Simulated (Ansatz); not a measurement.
**Zr5TiN6: from a guess to a relaxed structure**

The task: take a trial cell of Zr5TiN6 to zero force and stress, then test the end with a random kick.

Program: Ansatz 0.2.0. Level of theory: DFT PBE, scalar-relativistic, plane waves, PAW. These are calculated values, not measurements.

## Step 1: The starting structure

The structure is tetragonal, space group P4/mmm (No. 123). The conventional cell has a = 3.219 Å, b = 3.219 Å, c = 13.629 Å, α = 90.00°, β = 90.00°, γ = 90.00°. Around Zr (site symmetry 4mm) lie 6 N at 2.28 to 2.32 Å. Around Zr (site symmetry 4/mmm) lie 6 N at 2.28 to 2.31 Å. Zr (site symmetry 4mm) has 6 N at 2.18 to 2.33 Å in its first shell of neighbours. Ti (site symmetry 4/mmm) has 6 N at 2.19 to 2.28 Å in its first shell of neighbours. N (site symmetry 4/mmm) is surrounded by 6 Zr at 2.28 to 2.30 Å. N (site symmetry 4mm) has 6 Zr at 2.28 to 2.33 Å in its first shell of neighbours. Around N (site symmetry 4mm) lie 1 Ti at 2.19 Å and 5 Zr at 2.28 to 2.32 Å. Around N (site symmetry 4/mmm) lie 2 Zr at 2.18 Å and 4 Ti at 2.28 Å.

As a file:

```xyz
12
Lattice="3.2195 0.0000 0.0000 0.0000 3.2195 0.0000 0.0000 0.0000 13.6288" Properties=species:S:1:pos:R:3 pbc="T T T"
Zr    0.0000    0.0000   11.3319
Zr    1.6097    1.6097    0.0000
Zr    0.0000    0.0000    2.2968
Zr    1.6097    1.6097    4.6393
Zr    1.6097    1.6097    8.9895
Ti    0.0000    0.0000    6.8144
N     0.0000    0.0000    0.0000
N     1.6097    1.6097    2.3110
N     0.0000    0.0000    4.6212
N     1.6097    1.6097    6.8144
N     0.0000    0.0000    9.0075
N     1.6097    1.6097   11.3178
```

The start is the relaxed end of an invented cell (made as: elements ordered on the sites of the TiN type, Ti/Zr on Ti (P4/mmm, No. 123)), taken up again for a closer look.

## Step 2: A first look at the guess

File input.yaml:

```yaml
crystal:
  lattice:
    - [3.2194778, 0.0, 0.0]
    - [0.0, 3.2194778, 0.0]
    - [0.0, 0.0, 13.6287621]
  atoms:
    - { symbol: Zr, position: [0.0, 0.0, 0.831473] }
    - { symbol: Zr, position: [0.5, 0.5, 0.0] }
    - { symbol: Zr, position: [0.0, 0.0, 0.168527] }
    - { symbol: Zr, position: [0.5, 0.5, 0.340404] }
    - { symbol: Zr, position: [0.5, 0.5, 0.659596] }
    - { symbol: Ti, position: [0.0, 0.0, 0.5] }
    - { symbol: "N", position: [0.0, 0.0, 0.0] }
    - { symbol: "N", position: [0.5, 0.5, 0.169568] }
    - { symbol: "N", position: [0.0, 0.0, 0.339078] }
    - { symbol: "N", position: [0.5, 0.5, 0.5] }
    - { symbol: "N", position: [0.0, 0.0, 0.660922] }
    - { symbol: "N", position: [0.5, 0.5, 0.830432] }
basis:
  ecutwfc: 420
kpoints:
  mp_grid: { grid: [6, 6, 2] }
hamiltonian:
  xc: pbe
scf:
  occupations: { method: gaussian, width: 0.1 }
  lower_state_search: "off"
output:
  forces: true
  stress: true
  eigenvalues: true
```

The run is started by

```
$ ansatz run input.yaml --threads 4 --pin off --max-ram 8192MiB --backend cpu --events-out ev --progress --plain --runs-dir out
```

Log, cut to the lines that bear on the results:

```text
[...]
SCF converged after 7 iterations
Free energy (F): -25743.337925 eV
[...]
E sigma→0 (E₀):  -25743.328309 eV
Entropy (-TS):   -0.019232 eV (-1.603 meV/atom)
Fermi energy:    17.299663 eV
[...]
--- Forces (eV/Å), atoms counted from 1 ---
  atom   1  Zr     0.00000000     0.00000000    -0.16916272
  atom   2  Zr     0.00000000     0.00000000     0.00000000
  atom   3  Zr     0.00000000     0.00000000     0.16916272
  atom   4  Zr     0.00000000     0.00000000    -0.14735939
  atom   5  Zr     0.00000000     0.00000000     0.14735939
  atom   6  Ti    -0.00000000     0.00000000     0.00000000
  atom   7  N     -0.00000000     0.00000000     0.00000000
  atom   8  N     -0.00000000     0.00000000    -0.11182536
[...]
--- Stress (GPa, compression-positive) ---
       -0.150028       0.000000       0.000000
        0.000000      -0.150028       0.000000
        0.000000       0.000000       0.321725
  P = ⅓ Tr σ = 0.0072 GPa (0.072 kbar)
--- Band table (eV; the first three rows and the last of 20) ---
[...]
```

Wall time 1.7 s (4 threads of Intel Xeon 6975P-C (Granite Rapids), shared host); peak memory 0.67 GiB.

From the probe: pressure 0.0 GPa, largest force 0.17 eV/Å, gap on this mesh none (metal). The relaxation goes to the converged mesh at once.

## Step 3: Spin check on a coarse mesh

Changes to input.yaml since step 2:

```diff
@@ -11,3 +11,3 @@
     - { symbol: Zr, position: [0.5, 0.5, 0.659596] }
-    - { symbol: Ti, position: [0.0, 0.0, 0.5] }
+    - { symbol: Ti, position: [0.0, 0.0, 0.5], spin: 1.0 }
     - { symbol: "N", position: [0.0, 0.0, 0.0] }
@@ -31 +31,4 @@
   eigenvalues: true
+  populations: true
+magnetization:
+  spin_polarized: true
```

The run is started by

```
$ ansatz run input.yaml --threads 4 --pin off --max-ram 8192MiB --backend cpu --events-out ev --progress --plain --runs-dir out
```

Log, cut to the lines that bear on the results:

```text
[...]
SCF converged after 18 iterations
an eigenvalue changed by more than its tolerance at an iteration that met the thresholds in force, so the SCF went on 1 time: the last check found none over its tolerance
Magnetization: 0.0000 μB (51.0000 up, 51.0000 down)
Absolute magnetization: 0.0000 μB (∫|ρ↑−ρ↓|, with the PAW one-centre terms)
Spin contamination: 0.0000 ħ² per cell (⟨S²⟩ above its minimum at these occupations)
[...]
Free energy (F): -25743.337925 eV
[...]
E sigma→0 (E₀):  -25743.328310 eV
Entropy (-TS):   -0.019231 eV (-1.603 meV/atom)
Fermi energy:    17.299674 eV
[...]
--- Forces (eV/Å), atoms counted from 1 ---
  atom   1  Zr     0.00000000     0.00000000    -0.16921625
  atom   2  Zr    -0.00000000    -0.00000000     0.00000000
  atom   3  Zr     0.00000000     0.00000000     0.16921625
  atom   4  Zr     0.00000000     0.00000000    -0.14734993
[...]
  atom   6  Ti    -0.00000000     0.00000000     0.00000000
  atom   7  N     -0.00000000     0.00000000     0.00000000
  atom   8  N      0.00000000     0.00000000    -0.11185616
[...]
--- Stress (GPa, compression-positive) ---
       -0.149963       0.000000       0.000000
        0.000000      -0.149963       0.000000
        0.000000       0.000000       0.321732
  P = ⅓ Tr σ = 0.0073 GPa (0.073 kbar)
--- Band table (eV; the first three rows and the last of 40) ---
[...]
--- Löwdin populations: 12 sites ---
  site symbol       q [e]    m [muB]
     0     Zr     11.2268     0.0000
     1     Zr     11.2295     0.0000
     2     Zr     11.2268     0.0000
     3     Zr     11.2294    -0.0000
     4     Zr     11.2294    -0.0000
     5     Ti     11.0922     0.0000
     6      N      5.7064    -0.0000
     7      N      5.7185    -0.0000
     8      N      5.7327    -0.0000
     9      N      5.7710    -0.0000
    10      N      5.7327    -0.0000
    11      N      5.7185    -0.0000
  spilling = 0.003785 (of n_electrons = 102.000000)
```

Run time: 7.5 s. Hardware: 4 threads of Intel Xeon 6975P-C (Granite Rapids), shared host; peak memory 0.82 GiB.

Per atom:

| atom | Löwdin electrons |
| --- | --- |
| Zr1 | 11.23 |
| Zr2 | 11.23 |
| Zr3 | 11.23 |
| Zr4 | 11.23 |
| Zr5 | 11.23 |
| Ti6 | 11.09 |
| N7 | 5.71 |
| N8 | 5.72 |
| N9 | 5.73 |
| N10 | 5.77 |
| N11 | 5.73 |
| N12 | 5.72 |

The Löwdin counts miss 0.39 of the 102 electrons, which the atomic orbitals do not span, so they are no charges.

The same cell is solved with trial moments on Ti. The largest site moment that stays is 0.00 μB and the cell's total 0.00 μB. The workflow keeps spin only above 0.25 μB on a site, so the next run goes without spin.

## Step 4: Final relaxation

Changes to input.yaml since step 3:

```diff
@@ -11,3 +11,3 @@
     - { symbol: Zr, position: [0.5, 0.5, 0.659596] }
-    - { symbol: Ti, position: [0.0, 0.0, 0.5], spin: 1.0 }
+    - { symbol: Ti, position: [0.0, 0.0, 0.5] }
     - { symbol: "N", position: [0.0, 0.0, 0.0] }
@@ -21,3 +21,3 @@
 kpoints:
-  mp_grid: { grid: [6, 6, 2] }
+  mp_grid: { grid: [12, 12, 4] }
 hamiltonian:
@@ -26,3 +26,2 @@
   occupations: { method: gaussian, width: 0.1 }
-  lower_state_search: "off"
 output:
@@ -31,4 +30,10 @@
   eigenvalues: true
-  populations: true
-magnetization:
-  spin_polarized: true
+  write_density: true
+  write_potential: true
+  elf: true
+  volumetric_format: npy
+relax:
+  adjacent_minimum: "off"
+  f_tol: 0.01
+  max_steps: 80
+  cell: { stress_tol: 0.05 }
```

The run is started by

```
$ ansatz run input.yaml --threads 4 --pin off --max-ram 8192MiB --backend cpu --events-out ev --progress --plain --runs-dir out
```

Log, cut to the lines that bear on the results:

```text
Warning: RAYON_NUM_THREADS=4 ignored (pool sized by the plan → 4); use --threads N
[...]
Pseudopotentials: kind: paw
Pseudopotential: Zr, paw, valence charge 12, recommended cutoff 420 eV (normal), Zr.paw.azcp
Pseudopotential: Ti, paw, valence charge 12, recommended cutoff 420 eV (normal), Ti.paw.azcp
Pseudopotential: N, paw, valence charge 5, recommended cutoff 420 eV (normal), N.paw.azcp
Functional definition: PBE
[...]
Crystal: 12 atoms, lattice volume = 141.263 Å³
Basis set: ecut = 420 eV, 2757 PW (Γ), exchange–correlation on 48×48×192 points (8 copies of the dense FFT grid, shifted against one another)
Bands: 63, of which v1, the nominal top of the filled ones, is band 51 counted from 1 (50 counted from 0)
Symmetry: 16 space group operations
Space group: P4/mmm (ITA 123), of the structure as read, at distance tolerance 5.2e-5 Å
k-points: 84 of 576
[...]
        0.000000       0.000000       0.030856
  P = ⅓ Tr σ = 0.0295 GPa (0.295 kbar)
--- Band table (eV; the first three rows and the last of 84) ---
[...]
--- Relaxed structure (1 steps of the walk, 1 accepted, 1 SCFs on fresh bases) ---
  F+E_penalty+E_count = -25743.32404030 eV   max|allowed force component| = 2.173e-3 eV/Å   (the final SCF, on the basis selected at the relaxed cell)
  cell:  # Å, volume = 141.2626 Å³
    - [3.2194778, 0.0, 0.0]
    - [0.0, 3.2194778, 0.0]
    - [0.0, 0.0, 13.6287621]
  atoms:
    - { symbol: Zr, position: [0.0, 0.0, 0.831473] }
    - { symbol: Zr, position: [0.5, 0.5, 0.0] }
    - { symbol: Zr, position: [0.0, 0.0, 0.168527] }
    - { symbol: Zr, position: [0.5, 0.5, 0.340404] }
    - { symbol: Zr, position: [0.5, 0.5, 0.659596] }
    - { symbol: Ti, position: [0.0, 0.0, 0.5] }
    - { symbol: N, position: [0.0, 0.0, 0.0] }
    - { symbol: N, position: [0.5, 0.5, 0.169568] }
    - { symbol: N, position: [0.0, 0.0, 0.339078] }
    - { symbol: N, position: [0.5, 0.5, 0.5] }
    - { symbol: N, position: [0.0, 0.0, 0.660922] }
    - { symbol: N, position: [0.5, 0.5, 0.830432] }
```

Wall time 16 s (4 threads of Intel Xeon 6975P-C (Granite Rapids), shared host); peak memory 0.98 GiB.

Step by step:

```
step  energy from step 1 (eV/cell)  largest force component (eV/Å)  pressure (GPa)  volume (Å³)
   1                        0.0000                          0.0021            0.03       141.26
   2                        0.0000                          0.0022            0.03       141.26
```

Step 1 is the start. Step 2 repeats the geometry before it on a plane-wave basis chosen anew for that cell, so its energy need not be comparable with the rows above.

|  | before | after | change |
| --- | --- | --- | --- |
| a (Å) | 3.219 | 3.219 | 0.0 % |
| b (Å) | 3.219 | 3.219 | 0.0 % |
| c (Å) | 13.629 | 13.629 | 0.0 % |
| volume (Å³/atom) | 11.77 | 11.77 | 0.0 % |
| shortest distance (Å) | 2.175 | 2.175 | 0.0 % |
| space group (0.01 Å) | P4/mmm | P4/mmm | same |

The run keeps the 16 symmetry operations of the start, so it could not have lowered the symmetry.

Density in a lattice plane of the grid's cell (edges 3.22 and 13.63 Å, at 0.000 of the third edge), which holds Zr and Ti and N.

Ten even steps from '0' (0.12 e/Å³) to '9' (10.05 e/Å³):
```
100000
000000
320002
320002
000000
100000
310001
000000
200000
940004
200000
000000
310001
100000
000000
320002
320002
000000
100000
310001
```
Columns run along the first of these edges and rows up along the second, over one cell in 6 and 20 even steps from the bottom left corner. Atoms in the plane (fractional): Zr at (0.00, 0.83), Zr at (0.00, 0.17), Ti at (0.00, 0.50), N at (0.00, 0.00), N at (0.00, 0.34), N at (0.00, 0.66).

ELF in the same plane.

Ten even steps from ' ' (0.00) to '@' (0.80):
```
@@%%==::==%%
==::..::..::
==@@::..::@@
%%@@::..::@@
::....::....
@@@@++::++@@
..@@**..**@@
%%##--..--##
**--......--
  ##......##
**--......--
%%##--..--##
..@@**..**@@
@@@@++::++@@
::....::....
%%@@::..::@@
==@@::..::@@
==::..::..::
@@%%==::==%%
  @@**..**@@
```
Columns run along the first of these edges and rows up along the second, over one cell in 6 and 20 even steps from the bottom left corner. Atoms in the plane (fractional): Zr at (0.00, 0.83), Zr at (0.00, 0.17), Ti at (0.00, 0.50), N at (0.00, 0.00), N at (0.00, 0.34), N at (0.00, 0.66).

Both are smooth fields of the valence electrons: close to the nuclei they are not physical.

Maxima of ELF outside the ion cores: 0.82 in the shell around N, 0.6 Å from N.

## Step 5: Reference for the kick test

Changes to input.yaml since step 4:

```diff
@@ -21,3 +21,3 @@
 kpoints:
-  mp_grid: { grid: [12, 12, 4] }
+  mp_grid: { grid: [6, 6, 2] }
 hamiltonian:
@@ -25,3 +25,4 @@
 scf:
-  occupations: { method: gaussian, width: 0.1 }
+  occupations: { method: gaussian, width: 0.2 }
+  lower_state_search: "off"
 output:
@@ -30,10 +31 @@
   eigenvalues: true
-  write_density: true
-  write_potential: true
-  elf: true
-  volumetric_format: npy
-relax:
-  adjacent_minimum: "off"
-  f_tol: 0.01
-  max_steps: 80
-  cell: { stress_tol: 0.05 }
```

The run is started by

```
$ ansatz run input.yaml --threads 4 --pin off --max-ram 8192MiB --backend cpu --events-out ev --progress --plain --runs-dir out
```

Log, cut to the lines that bear on the results:

```text
[...]
SCF converged after 7 iterations
Free energy (F): -25743.368257 eV
[...]
E sigma→0 (E₀):  -25743.327289 eV
Entropy (-TS):   -0.081937 eV (-6.828 meV/atom)
Fermi energy:    17.311013 eV
[...]
--- Forces (eV/Å), atoms counted from 1 ---
  atom   1  Zr    -0.00000000     0.00000000    -0.10783098
  atom   2  Zr     0.00000000     0.00000000     0.00000000
  atom   3  Zr    -0.00000000     0.00000000     0.10783098
  atom   4  Zr     0.00000000     0.00000000    -0.07703767
  atom   5  Zr     0.00000000     0.00000000     0.07703767
  atom   6  Ti    -0.00000000     0.00000000     0.00000000
  atom   7  N     -0.00000000    -0.00000000     0.00000000
  atom   8  N      0.00000000     0.00000000    -0.06578269
[...]
--- Stress (GPa, compression-positive) ---
       -0.060476       0.000000       0.000000
        0.000000      -0.060476       0.000000
        0.000000       0.000000       0.299703
  P = ⅓ Tr σ = 0.0596 GPa (0.596 kbar)
--- Band table (eV; the first three rows and the last of 20) ---
[...]
```

Run time: 1.8 s. Hardware: 4 threads of Intel Xeon 6975P-C (Granite Rapids), shared host; peak memory 0.67 GiB.

The cell holds 12 atoms.

(Part 1 of 2 ends here.)
